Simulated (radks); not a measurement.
# Mo³⁺ in [Ar] 3d10 4s2 4p5.5 4d3.5: an all-electron calculation

Wanted: eigenvalues, radial structure and energy terms of the molybdenum ion Mo3+.

Method: scalar-relativistic Kohn-Sham, LDA (Slater exchange, Perdew-Zunger correlation), spin-polarised, spherical densities, finite nucleus; open shells are filled with parallel spins first. Code: radks (a radial shooting solver on a logarithmic mesh, Libxc functionals) version 1.

## 1. Starting point

* element: molybdenum (Z = 42)
* charge: +3
* electrons: 39
* configuration: [Ar] 3d10 4s2 4p5.5 4d3.5
* nuclear rms radius: 4.4091 fm

## 2. The run

The run's settings:

```text
Z 42
configuration [Ar] 3d10 4s2 4p5.5 4d3.5
relativity scalar-relativistic
functional lda,pz
spin polarised
nucleus finite rms 4.4091 fm
c 137.035999084
```

Q: Predict the outcome of this run.

**Answer**, as computed:

| quantity | value |
| --- | --- |
| total energy | -4041.95045 hartree |
| exchange-correlation share of it | 2.93 % |
| −T/E | 1.0308 |
| highest occupied level | 4d up, -34.809 eV |
| most extended occupied level | 4d up, <r> = 1.59 bohr |
| radius at density 0.001 e/bohr³ | 3.30 bohr |
| maxima of the radial density | 4 |

**Reading.** 4 principal shells are occupied and 4 maxima appear in the radial density. −T/E is 1.031: with relativity the kinetic term as defined here no longer equals −E. This is not the tabulated ground configuration, so its levels and sizes aren't those of the ground state, and no measured value stands beside it.
